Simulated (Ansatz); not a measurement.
# CCo: the cost of one run

Method: def2-TZVPP, core rule «outside noble gas», up to 10 orbitals frozen; program: Ansatz 0.2.0, Gaussian basis.

Plan: UHF; ROHF; CCSD(T) on UHF.

**1. What is computed**

The geometry is a PBE0/def2-TZVP stationary point (not a proven minimum) of the parent state, kept for this charge and spin.

2 atoms, charge 1, spin multiplicity 3.

Atoms are counted from 1 here; the program's logs count them from 0.

Bond lengths: Co1–C2 1.609 Å.

**2. UHF**

in.yaml

```yaml
crystal:
  periodic: [false, false, false]
  atoms:
    - {symbol: Co, position_ang: [0.000000, 0.000000, 0.000000]}
    - {symbol: C, position_ang: [0.000000, 0.000000, 1.609200]}
basis:
  gaussian: {orbitals: def2-TZVPP}
total_charge: 1
magnetization: {spin_polarized: true, initial_magnetization: 2}
hamiltonian: {xc: hf}
output: {orbitals: {seedname: orbitals}}
```

Run with:

```console
$ ansatz run in.yaml --threads 1 --pin off --events-out ev --progress --plain --max-ram 4096MiB --backend cpu
```

What time and memory should one allow on 1 thread of AMD EPYC 7R13, shared host?

About 41 s, with a peak of 0.26 GiB.
